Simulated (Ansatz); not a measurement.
# CH₄AlNO: a ladder of functionals and wavefunction methods

The task here is to estimate one member of a computed series from the others.

Program: Ansatz 0.2.0, Gaussian basis. Level of theory: functionals in def2-TZVPP, the program's frozen cores in correlated methods. These are calculated values, not measurements.

Levels to be run: LDA (SPW92), PBE-D4, revPBE-D4, BLYP-D4, r2SCAN-D4, B97M-V, PBE0-D4, B3LYP-D4, r2SCANh-D4, r2SCAN0-D4, HSE06-D4, BHLYP-D4, CAM-B3LYP-D4, LC-ωPBE, ωB97X-V, ωB97M-V, B2PLYP, PBE-QIDH; CCSD(T)/def2-SVP; CCSD(T)/def2-TZVPP; MP2/def2-QZVPP; extrapolation to the limit; RPA on PBE.

### The relaxed structure

The geometry comes from an earlier relaxation with PBE0-D4 in a triple-zeta def2 set; it is a stationary point, not always the lowest conformer.

8 atoms, charge 0, spin multiplicity 1.

Atoms are counted from 1 here; the program's logs count them from 0.

Bond lengths: N1–C2 1.358 Å, N1–H5 1.004 Å, N1–H6 1.010 Å, C2–O3 1.222 Å, C2–Al4 2.013 Å, Al4–H7 1.578 Å, Al4–H8 1.593 Å. Angles: C2–N1–H5 121.5°, C2–N1–H6 119.5°, H5–N1–H6 119.0°, N1–C2–O3 121.6°, N1–C2–Al4 120.9°, O3–C2–Al4 117.5°, C2–Al4–H7 117.8°, C2–Al4–H8 120.0°, H7–Al4–H8 122.2°.

Set-up of the first run:

Input file in.yaml:

```yaml
crystal:
  periodic: [false, false, false]
  atoms:
    - {symbol: N, position_ang: [0.484960, 0.783575, 1.120309]}
    - {symbol: C, position_ang: [-0.361152, 0.556386, 0.082328]}
    - {symbol: O, position_ang: [-1.264822, 1.333375, -0.188051]}
    - {symbol: Al, position_ang: [-0.166601, -1.082571, -1.070167]}
    - {symbol: H, position_ang: [1.228070, 0.145707, 1.341266]}
    - {symbol: H, position_ang: [0.368534, 1.613262, 1.684629]}
    - {symbol: H, position_ang: [-1.194898, -1.277775, -2.250548]}
    - {symbol: H, position_ang: [0.998010, -2.128960, -0.775667]}
basis:
  gaussian: {orbitals: def2-TZVPP}
hamiltonian: {xc: lda}
output: {orbitals: {seedname: orbitals}}
```

Command:

```console
ansatz run in.yaml --threads 2 --pin off --events-out ev --progress --plain --max-ram 4352MiB
```

Steps of the session up to this table: LDA; PBE-D4 (GGA); revPBE-D4 (GGA); BLYP-D4 (GGA); r2SCAN-D4 (meta-GGA); B97M-V (meta-GGA); PBE0-D4 (hybrid); B3LYP-D4 (hybrid); r2SCANh-D4 (hybrid); r2SCAN0-D4 (hybrid); HSE06-D4 (hybrid); BHLYP-D4 (hybrid); CAM-B3LYP-D4 (range-separated); LC-ωPBE (range-separated); ωB97X-V (range-separated); ωB97M-V (range-separated); B2PLYP (double hybrid); PBE-QIDH (double hybrid).

One of the session's tables, all rows but one given; the rest of the session is left out.

It belongs to the step «Orbital energies across the functionals». 

```
  functional  HOMO (eV)  LUMO (eV)  gap (eV)
 LDA (SPW92)      -5.37      -3.06      2.32
      PBE-D4      -5.21      -2.81      2.40
   revPBE-D4      -5.14      -2.70      2.44
     BLYP-D4      -5.12      -2.71      2.41
   r2SCAN-D4      -5.44      -2.56      2.88
      B97M-V      -5.61      -2.76      2.85
     PBE0-D4      -6.62      -2.03      4.59
    B3LYP-D4      -6.41      -2.26      4.15
  r2SCANh-D4      -5.98      -2.29      3.69
  r2SCAN0-D4      -6.81      -1.89      4.91
    HSE06-D4          ?          ?         ?
    BHLYP-D4      -8.03      -1.28      6.75
CAM-B3LYP-D4      -8.03      -1.11      6.93
     LC-ωPBE      -9.30       0.03      9.32
     ωB97X-V      -9.00      -0.09      8.90
     ωB97M-V      -8.93      -0.36      8.57
```

Q: Estimate the row for HSE06-D4 from the others.

The run gave: HOMO (eV): -6.22; LUMO (eV): -2.40; gap (eV): 3.81. In the column «HOMO (eV)» it lies between B3LYP-D4 (-6.41) and r2SCANh-D4 (-5.98).
